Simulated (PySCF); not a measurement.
# C6H8OS: magnetic properties

Aim: compute the magnetic properties of C6H8OS (`C=C1CC(=S)C[C@H]1O`).

Programs: PySCF 2.14.0, with routines of our own; each step states its level. All values are computed. Atoms count from 0.

## (1) The system as given

16 atoms, charge 0, multiplicity 1; geometry from: GFN2-xTB.

## (2) Magnetic properties: GIAO HF/pcSseg-1

The job: settings as JSON, then the geometry in Å.

```
{"job": {"kind": "mag", "xc": "HF", "basis": "pcSseg-1", "isotopologues": 2}, "charge": 0, "multiplicity": 1}
C     -2.040878    -0.664820    -0.103710
C     -0.824421    -0.165420     0.019886
C     -0.445378     1.076929     0.768510
C      0.928246     1.423077     0.294812
S      1.680943     2.823912     0.593992
C      1.500869     0.296576    -0.500251
C      0.423704    -0.791795    -0.574941
O      0.867133    -1.901008     0.184341
H     -2.233294    -1.560194    -0.671721
H     -2.895268    -0.197418     0.354586
H     -0.411193     0.881976     1.846448
H     -1.146927     1.899472     0.619969
H      2.386079    -0.106683    -0.002167
H      1.814374     0.644232    -1.485307
H      0.238128    -1.109728    -1.612618
H      0.150285    -2.540164     0.256761
```

Method: GIAO HF/pcSseg-1 magnetisability, rotational g tensor and spin-rotation constants, non-relativistic, gas phase.

Run with:

```sh
$ OMP_NUM_THREADS=1 python excited_run.py task.json out
```

One launch serves the whole session: the jobs run in the order shown.

The log of the run:

```text
final grid: 133184 points
cycle   1  E = -703.9470125414  dE =  2.143e+00  |g| = 7.792e-01  |ddm| = 3.762e+00
cycle   2  E = -704.0573118438  dE = -1.103e-01  |g| = 5.670e-01  |ddm| = 1.486e+00
cycle   3  E = -704.1300934888  dE = -7.278e-02  |g| = 9.802e-02  |ddm| = 8.075e-01
cycle   4  E = -704.1336983707  dE = -3.605e-03  |g| = 3.421e-02  |ddm| = 1.877e-01
cycle   5  E = -704.1340297442  dE = -3.314e-04  |g| = 8.232e-03  |ddm| = 6.590e-02
cycle   6  E = -704.1340647892  dE = -3.504e-05  |g| = 3.072e-03  |ddm| = 2.578e-02
cycle   7  E = -704.1340717996  dE = -7.010e-06  |g| = 1.188e-03  |ddm| = 1.489e-02
cycle   8  E = -704.1340730573  dE = -1.258e-06  |g| = 5.315e-04  |ddm| = 5.173e-03
cycle   9  E = -704.1340733703  dE = -3.129e-07  |g| = 1.735e-04  |ddm| = 2.537e-03
cycle  10  E = -704.1340734047  dE = -3.443e-08  |g| = 5.761e-05  |ddm| = 7.618e-04
cycle  11  E = -704.1340734070  dE = -2.296e-09  |g| = 1.656e-05  |ddm| = 2.255e-04
cycle  12  E = -704.1340734071  dE = -1.221e-10  |g| = 3.781e-06  |ddm| = 6.161e-05
converged SCF energy = -704.1340734071

Magnetisability tensor (1e-30 J/T^2)
    -1111.47       82.62     -115.70
       82.62    -1112.37      183.81
     -115.70      183.81    -1336.70
isotropic -1186.85   principal values   -1492.37  -1062.91  -1005.26
isotropic susceptibility -71.474 1e-6 cm^3/mol

Inertial axes            a          b          c
rot. const./GHz      3.3237     1.1482     0.9174
chi total           -61.290    -67.218    -85.913
chi diamagnetic    -484.677  -1108.362  -1375.802
chi paramagnetic    423.387   1041.144   1289.889
quadrupole/D A       -1.985      0.419      1.566
g nuclear            0.6011     0.5433     0.5491
g electronic        -0.6611    -0.5616    -0.5559
g total             -0.0600    -0.0183    -0.0068

Spin-rotation constants (kHz, H = +C I.J)
atom  isotope        aa         bb         cc
  8     1H        0.150     -0.097     -0.088
  9     1H       -0.350      0.088     -0.098
 10     1H       -0.388     -0.115      0.047
 11     1H       -0.337      0.038     -0.091
 12     1H       -0.383      0.009     -0.060
 13     1H       -0.366     -0.096      0.019
 14     1H       -0.184     -0.111      0.006
 15     1H       -0.027     -0.133     -0.117
  0    13C*       1.017      0.430      0.148
  1    13C*       1.355      0.504      0.191
  2    13C*       0.564      0.207      0.183
  3    13C*       2.155      0.877      0.236
  4    33S*       3.436      0.684      0.190
  5    13C*       0.579      0.220      0.186
  6    13C*       0.701      0.232      0.195
  7    17O*      -0.246     -0.102     -0.123
* in the singly substituted isotopologue

Isotopologues: g along a, b, c
2H    at 8,9,10,11,12,1    -0.0503    -0.0174    -0.0062
13C   at 0                 -0.0592    -0.0181    -0.0068
```

It took 15 s on 1 thread of Intel Xeon Platinum 8559C, shared host; peak memory 0.8 GiB.

From this job:

```csv
quantity,value
magnetisability,-1187·10⁻³⁰ J/T²
molar susceptibility,-71.5·10⁻⁶ cm³/mol
"rotational g (a, b, c)","-0.0600, -0.0183, -0.0068"
```

## (3) Magnetic properties: GIAO HCTH407/pcseg-1

Settings changed since step 2:

```diff
@@ -1,2 +1,2 @@
-{"job": {"kind": "mag", "xc": "HF", "basis": "pcSseg-1", "isotopologues": 2}, "charge": 0, "multiplicity": 1}
+{"job": {"kind": "mag", "xc": "HCTH407", "basis": "pcseg-1", "scf": {"guess": "sap", "aux": "def2-universal-jkfit"}}, "charge": 0, "multiplicity": 1}
 C     -2.040878    -0.664820    -0.103710
```

Method: GIAO HCTH407/pcseg-1 magnetisability, rotational g tensor and spin-rotation constants, non-relativistic, gas phase.

The log of the run:

```text
final grid: 133184 points
cycle   1  E = -582.6593495563  dE =  1.119e+02  |g| = 1.097e+01  |ddm| = 1.364e+02
cycle   2  E = -411.9679947284  dE =  1.707e+02  |g| = 1.923e+01  |ddm| = 1.384e+02
cycle   3  E = -672.2965359258  dE = -2.603e+02  |g| = 8.246e+00  |ddm| = 3.329e+01
cycle   4  E = -696.7659693325  dE = -2.447e+01  |g| = 3.865e+00  |ddm| = 1.678e+01
cycle   5  E = -668.9015827510  dE =  2.786e+01  |g| = 8.664e+00  |ddm| = 2.884e+01
cycle   6  E = -697.6476687303  dE = -2.875e+01  |g| = 4.515e+00  |ddm| = 1.952e+01
cycle   7  E = -698.5117097468  dE = -8.640e-01  |g| = 4.027e+00  |ddm| = 5.306e+00
cycle   8  E = -703.7072076633  dE = -5.195e+00  |g| = 2.701e+00  |ddm| = 1.576e+01
cycle   9  E = -706.0883034731  dE = -2.381e+00  |g| = 1.380e+00  |ddm| = 4.643e+00
cycle  10  E = -704.9110520676  dE =  1.177e+00  |g| = 1.878e+00  |ddm| = 3.225e+00
cycle  11  E = -706.6416492940  dE = -1.731e+00  |g| = 6.171e-01  |ddm| = 3.041e+00
cycle  12  E = -706.4992595314  dE =  1.424e-01  |g| = 9.551e-01  |ddm| = 1.853e+00
cycle  13  E = -706.7537452367  dE = -2.545e-01  |g| = 6.952e-02  |ddm| = 1.183e+00
cycle  14  E = -706.7549506473  dE = -1.205e-03  |g| = 3.666e-02  |ddm| = 1.654e-01
cycle  15  E = -706.7552679472  dE = -3.173e-04  |g| = 1.347e-02  |ddm| = 5.007e-02
cycle  16  E = -706.7553088243  dE = -4.088e-05  |g| = 5.330e-03  |ddm| = 1.768e-02
cycle  17  E = -706.7553163290  dE = -7.505e-06  |g| = 2.399e-03  |ddm| = 1.047e-02
cycle  18  E = -706.7553174509  dE = -1.122e-06  |g| = 1.039e-03  |ddm| = 3.139e-03
cycle  19  E = -706.7553177428  dE = -2.919e-07  |g| = 2.858e-04  |ddm| = 1.678e-03
cycle  20  E = -706.7553177669  dE = -2.411e-08  |g| = 9.225e-05  |ddm| = 4.868e-04
cycle  21  E = -706.7553177689  dE = -2.000e-09  |g| = 3.940e-05  |ddm| = 1.204e-04
cycle  22  E = -706.7553177693  dE = -4.093e-10  |g| = 1.315e-05  |ddm| = 6.023e-05
converged SCF energy = -706.7553177693

Magnetisability tensor (1e-30 J/T^2)
    -1010.36      123.97      -99.06
      123.97     -959.08      185.82
      -99.06      185.82    -1248.95
isotropic -1072.80   principal values   -1394.46   -989.66   -834.27
isotropic susceptibility -64.605 1e-6 cm^3/mol

Inertial axes            a          b          c
rot. const./GHz      3.3237     1.1482     0.9174
chi total           -50.627    -62.786    -80.403
chi diamagnetic    -482.662  -1106.041  -1373.607
chi paramagnetic    432.034   1043.255   1293.204
quadrupole/D A       -1.710      0.174      1.536
g nuclear            0.6011     0.5433     0.5491
g electronic        -0.6746    -0.5627    -0.5574
g total             -0.0735    -0.0194    -0.0083

Spin-rotation constants (kHz, H = +C I.J)
atom  isotope        aa         bb         cc
  8     1H        0.171     -0.097     -0.088
  9     1H       -0.344      0.092     -0.099
 10     1H       -0.364     -0.115      0.054
 11     1H       -0.319      0.043     -0.094
 12     1H       -0.363      0.011     -0.060
 13     1H       -0.344     -0.098      0.025
 14     1H       -0.163     -0.105      0.012
 15     1H        0.001     -0.138     -0.122
  0    13C*       1.006      0.402      0.146
  1    13C*       1.367      0.485      0.207
  2    13C*       0.601      0.231      0.203
  3    13C*       2.042      0.751      0.248
  4    33S*       4.240      0.637      0.202
  5    13C*       0.617      0.240      0.203
  6    13C*       0.800      0.259      0.217
  7    17O*      -0.336     -0.124     -0.137
* in the singly substituted isotopologue
```

Run time: 44 s. Hardware: 1 thread of Intel Xeon Platinum 8559C, shared host; peak memory 0.5 GiB.

Key values:

```csv
quantity,value
magnetisability,-1073·10⁻³⁰ J/T²
molar susceptibility,-64.6·10⁻⁶ cm³/mol
"rotational g (a, b, c)","-0.0735, -0.0194, -0.0083"
```

## (4) The levels compared

```csv
level,ξ (10⁻³⁰ J/T²),g(a),g(b),gap (eV),functions,time
GIAO HF/pcSseg-1,-1187,-0.0600,-0.0183,10.73,183,15 s
GIAO HCTH407/pcseg-1,-1073,-0.0735,-0.0194,2.19,156,44 s
```

## (5) Outcome

```
                                         quantity                      value
       magnetisability (step 2, GIAO HF/pcSseg-1)           -1187·10⁻³⁰ J/T²
  molar susceptibility (step 2, GIAO HF/pcSseg-1)         -71.5·10⁻⁶ cm³/mol
rotational g (a, b, c) (step 2, GIAO HF/pcSseg-1)  -0.0600, -0.0183, -0.0068
                  magnetisability over the levels  -1187 to -1073·10⁻³⁰ J/T²
```

**Reading.** The magnetisability spreads by 10.1 % over 2 levels, from GIAO HF/pcSseg-1 (15 s) to GIAO HCTH407/pcseg-1 (44 s); the runs took 15 s to 44 s. Two levels can agree by chance, so this spread shows no convergence. Vibrational averaging and real surroundings are missing from these values.
